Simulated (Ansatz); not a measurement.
# MnSe: the cost of one run

All numbers are computed with the Python package of Ansatz 0.2.0. Level of theory: DFT LDA+U, plane waves, PAW.

The COD entry's cell or inner coordinates are ideal or old and differ from later refinements, so a difference from it is no clean test against experiment.

## 1. The structure

It takes space group Fm-3m (No. 225, cubic). The conventional cell has a = 5.440 Å, b = 5.440 Å, c = 5.440 Å, α = 90.00°, β = 90.00°, γ = 90.00°. Around Mn (site symmetry m-3m) lie 6 Se at 2.72 Å. Se (site symmetry m-3m) is surrounded by 6 Mn at 2.72 Å.

Input file mnse.xyz:

```xyz
2
Lattice="0.0 2.72 2.72 2.72 0.0 2.72 2.72 2.72 0.0" Properties=species:S:1:pos:R:3:initial_magmoms:R:1 pbc="T T T"
Mn    0.00000000    0.00000000    0.00000000  2.80
Se    2.72000000    2.72000000    2.72000000  0.00
```

## 2. Script

plus_u_mnse.py

```python
# -*- coding: utf-8 -*-
"""How the states of MnSe follow the Hubbard U."""

import warnings

import ansatz as az
import numpy as np

MESH = (11, 11, 11)
SMEARING_WIDTH = 0.05


def count_gap(report):
    # lowest empty less highest filled band, counting bands; zero where they overlap
    return max(report.get("gap_by_band_count_ev") or 0.0, 0.0)


def main():
    warnings.simplefilter("ignore", az.DeckWarning)

    mnse = az.Crystal.from_extxyz("mnse.xyz")

    calc = (
        mnse.calculation()
        .kpoints(*MESH)  # sampling of the Brillouin zone
        .occupations(az.OccupationsMethod.FERMI_DIRAC, width=SMEARING_WIDTH)  # smearing steadies the SCF of a metal
        .spin("collinear")  # spin-polarised run
        .functional(az.Functional.LDA)
        .band_table()
    )
    rows = []
    for u in [0.0, 2.0, 4.0, 6.0]:
        data = calc.hubbard("Mn", "d", u_eff=u).run(threads=1).report
        shell = data["hubbard"]["n_scf"]
        rows.append((u, count_gap(data), sum(shell) / len(shell), max(abs(m) for m in data["site_moments_mub"]), data["n_iterations"]))
    print("      U_eff eV  gap by band count eV  Mn d occupation (projector)  largest moment muB      iterations")
    for row in rows:
        print(f"{str(row[0]):>14s}  {row[1]:20.3f}  {row[2]:27.4f}  {row[3]:18.3f}  {row[4]:14d}")


if __name__ == "__main__":
    main()
```

## 3. The calls as engine input

The package turns the script's settings into the engine's input (first run):

```yaml
crystal:
  lattice:
    - [0.0, 2.72, 2.72]
    - [2.72, 0.0, 2.72]
    - [2.72, 2.72, 0.0]
  atoms:
    - { symbol: Mn, position: [0.0, 0.0, 0.0], spin: 2.8 }
    - { symbol: Se, position: [0.5, 0.5, 0.5], spin: 0.0 }
kpoints:
  mp_grid:
    grid: [11, 11, 11]
hamiltonian:
  xc: lda
  hubbard:
    - { species: Mn, l: d, u_eff: 0.0 }
magnetization:
  spin_polarized: true
scf:
  occupations:
    method: fermi_dirac
    width: 0.05
output:
  eigenvalues: true
```

## 4. The run

Started as:

```console
> python plus_u_mnse.py
```

Q: Estimate wall time and peak memory on 1 thread of Arm Neoverse V1, shared host.

About 29 s, with a peak of 0.47 GiB.
